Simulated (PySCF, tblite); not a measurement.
# C₄H₂BrO₃S radical: geometry, infrared bands and EPR parameters

Wanted: the infrared bands and EPR parameters of C₄H₂BrO₃S radical (`[C]#C/C=C(/Br)S(=O)(=O)O`), by calculation.

Computed with tblite 0.8.0 and PySCF 2.14.0, with density-fitted response routines of our own, on a single molecule in the gas phase. Atoms count from 0, in the outputs and in this text.

## Step 1: The starting structure

11 atoms, charge 0, multiplicity 2; geometry from: force field or distance geometry start.

Bonds of the start (Å): C0–C1 1.21, C1–C2 1.43, C2–C3 1.34, C3–Br4 1.91, C3–S5 1.74, S5–O6 1.50, S5–O7 1.52, S5–O8 1.68, C2–H9 1.09, O8–H10 1.00.

## Step 2: Relaxing the molecule with GFN2-xTB

Job settings and geometry (Å):

```
{"job": {"kind": "relax", "xc": "GFN2-xTB", "basis": "xTB"}, "charge": 0, "multiplicity": 2}
C      1.237400    -2.608100    -0.151800
C      1.338000    -1.412600    -0.015800
C      1.465300     0.003700     0.174600
C      0.441900     0.838000    -0.025600
Br     0.634700     2.718400     0.237300
S     -1.112400     0.217000    -0.500700
O     -0.969300    -1.043300    -1.305600
O     -1.736900     1.312100    -1.341300
O     -2.109500    -0.178700     0.789000
H      2.405900     0.466900     0.480400
H     -1.589800    -0.310600     1.633500
```

Launch:

```sh
$ OMP_NUM_THREADS=1 python probes_run.py task.json out
```

The driver reads the jobs from task.json and runs them one after another.

**Question.** This job is followed by: GFN2-xTB harmonic vibrations, gas phase; UKS B3LYP, def2-TZVP-core on Br, pcH-1 on C H O S, non-relativistic, mean-field spin-orbit, GIAO. Predict these results of the whole session: strongest single infrared mode (GFN2-xTB); zero-point energy (GFN2-xTB); g(iso) (B3LYP); ⟨S²⟩; largest a(iso) (averaged by class); surface potential, 1st and 99th percentile.

As calculated:

| quantity | value |
| --- | --- |
| strongest single infrared mode (GFN2-xTB) | 2066 cm⁻¹, 690 km/mol |
| zero-point energy (GFN2-xTB) | 32.1 kcal/mol |
| g(iso) (B3LYP) | 2.01633 |
| ⟨S²⟩ | 0.780 (exact 0.75) |
| largest a(iso) (averaged by class) | 13C on C0, 279.9 MHz |
| surface potential, 1st and 99th percentile | -1.19 V and 2.19 V |

**Reading.** Over 110 steps the energy fell by 1.204 eV; of the close pairs, S5–O7 changed most, 1.515 to 1.417 Å. No mode is imaginary among the 27: a minimum at this level. The strongest single mode, at 2066 cm⁻¹, moves mainly C1 and C0. Unscaled tight-binding wavenumbers are off by several per cent, some by more. Its intensities can rank the bands wrongly. C0 carries the largest spin population, 0.52 e. The isotropic g lies 14.0 ppt above the free-electron value. The hyperfine terms hold no scalar relativity, which the heavier nuclei need.
